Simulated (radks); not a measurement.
# Ionising hafnium step by step, Hf⁴⁸⁺ to Hf⁷¹⁺

One table from this session's results is given with a row withheld; the runs are named, their logs left out.

Program: radks (a radial shooting solver on a logarithmic mesh, Libxc functionals) version 1. Level of theory: Dirac Kohn-Sham, BLYP, spin-unpolarised, spherical densities, finite nucleus; open shells fill j = l - 1/2 first. These are calculated values, not measurements, unless marked.

## Starting point

* element: hafnium (Z = 72)
* charges: 48 to 71
* first configuration: [Ar] 3d6
* last configuration: 1s1

The first run:

Settings of this run:

```text
Z 72
configuration [Ar] 3d6 4s0 4p0
relativity Dirac
functional b88,lyp
spin unpolarised
j_filling energy
nucleus finite rms 5.347 fm
c 137.035999084
```

Among the steps run: Hf⁴⁸⁺, [Ar] 3d6.

One of the session's tables, all rows but one given; the rest of the session is left out.

It belongs to the step «Hf⁴⁸⁺, [Ar] 3d6». From the orbitals of this run (lengths in bohr):

```
level     <r>  outermost maximum (interpolated)  90 % within  nodes
3s1/2  0.2000                             0.188        0.292      2
3p1/2       ?                                 ?            ?      ?
3p3/2  0.2017                             0.188        0.300      1
3d3/2  0.1748                             0.146        0.269      0
3d5/2  0.1787                             0.150        0.274      0
4s1/2  0.3912                             0.389        0.554      3
4p1/2  0.3850                             0.382        0.551      2
4p3/2  0.4031                             0.401        0.575      2
```

Estimate the missing values for 3p1/2.

The run gave: <r>: 0.1892; outermost maximum (interpolated): 0.176; 90 % within: 0.283; nodes: 1. In the column «<r>» it lies between 3d5/2 (0.1787) and 3s1/2 (0.2000).

To keep in mind: Spin polarisation and multiplet splitting are left out, so open shells lie too high by an amount that depends on their filling.
